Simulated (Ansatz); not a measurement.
# AlAsH₄ (singlet): the correlation ladder, cc-pVDZ

How much of the correlation energy of AlAsH₄ (singlet) does each wave-function method recover here?

Method: cc-pVDZ, core rule «outside noble gas», up to 19 orbitals frozen; program: Ansatz 0.2.0, Gaussian basis.

Plan: UHF; CCSD(T) on RHF; BCCD(T) on RHF; CISD; CCSDT(Q) on RHF; CCSDTQ on RHF.

6 further runs of the same task are left out: 3 for a known fault of the program, 3 set aside as unsound or not needed. Runs told in other sessions of the task aren't counted.

### Step 1. The system

The geometry is a PBE0/def2-TZVP stationary point (not a proven minimum). No spin-orbit coupling is included. The filled d shell of As may be among the frozen orbitals whatever the setting's name suggests.

6 atoms, charge 0, spin multiplicity 1.

Atoms are counted from 1 here; the program's logs count them from 0.

Bond lengths: Al1–As2 2.429 Å, Al1–H3 1.587 Å, Al1–H4 1.587 Å, As2–H5 1.522 Å, As2–H6 1.522 Å. Angles: As2–Al1–H3 119.7°, As2–Al1–H4 119.7°, H3–Al1–H4 120.4°, Al1–As2–H5 91.4°, Al1–As2–H6 91.4°, H5–As2–H6 93.5°.

### Step 2. UHF

Input file in.yaml:

```yaml
crystal:
  periodic: [false, false, false]
  atoms:
    - {symbol: Al, position_ang: [0.031918, 0.000000, 1.749608]}
    - {symbol: As, position_ang: [-0.038462, 0.000000, -0.678270]}
    - {symbol: H, position_ang: [-0.000011, 1.377251, 2.537113]}
    - {symbol: H, position_ang: [-0.000011, -1.377251, 2.537113]}
    - {symbol: H, position_ang: [1.002266, 1.108594, -0.746352]}
    - {symbol: H, position_ang: [1.002266, -1.108594, -0.746352]}
basis:
  gaussian: {orbitals: cc-pVDZ}
magnetization: {spin_polarized: true, initial_magnetization: 0}
hamiltonian: {xc: hf}
output: {orbitals: {seedname: orbitals}}
```

Launch:

```bash
ansatz run in.yaml --threads 1 --pin off --events-out ev --progress --plain --max-ram 4096MiB --backend cpu
```

Further steps of the session: CCSD(T) on RHF; BCCD(T) on RHF; CISD; CCSDT(Q) on RHF; CCSDTQ on RHF.

**Question.** What will the summary of the whole plan be? Wanted: RCCSDTQ from the RHF energy; RMP2 from RCCSDTQ; RCCSD from RCCSDTQ; RCCSD(T) from RCCSDTQ; RCCSDT(Q) from RCCSDTQ; T1 diagnostic.

**Answer**, as computed:

```
                         quantity                                 value
      RCCSDTQ from the RHF energy                            -6.2382 eV
                RMP2 from RCCSDTQ                         +122.8 kJ/mol
               RCCSD from RCCSDTQ                          +17.9 kJ/mol
            RCCSD(T) from RCCSDTQ                           +3.4 kJ/mol
           RCCSDT(Q) from RCCSDTQ                           +0.1 kJ/mol
levels within 1 kcal/mol (43 meV)  RCCSD(T), BCCD(T), RCCSDT, RCCSDT(Q)
                    T1 diagnostic                                 0.013
```

In words: RCCSD(T) lands +3.4 kJ/mol from the yardstick (0.6 % of the correlation energy). These misses are within one basis, not against nature.
